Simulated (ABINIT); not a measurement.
SiTe:

```xyz
2
Lattice="3.7143 0.0000 0.0000 -1.8572 3.2167 0.0000 0.0000 0.0000 4.9764" Properties=species:S:1:pos:R:3 pbc="T T T"
Si    0.0000    0.0000    2.4882
Te    0.0000    0.0000    0.0000
```

The cell was built by a generator and needn't be a form met in nature.

Base run:

```yaml
Program: ABINIT 10.8.3 (patched build)
Functional: LDA
Potentials_or_basis: PseudoDojo NC SR LDA v0.4.1 standard
Cutoff: 1088 eV
k_mesh: 6 × 6 × 4
Occupations: fermi-dirac, width 0.05 eV
Spin: no spin polarisation
```

Its results: band gap on the k mesh none (metal or under the smearing width); pressure -0.5 GPa.

Q: The run is repeated on the same cell with these changes: potentials or basis from PseudoDojo NC SR LDA v0.4.1 standard to PseudoDojo NC SR LDA v0.4 stringent; cutoff from 1088 eV to 1061 eV; valence electrons from 20 to 28. What comes out?

A: Band gap on the k mesh none (metal or under the smearing width); pressure -9.8 GPa.

Not every run made on this cell is shown here.
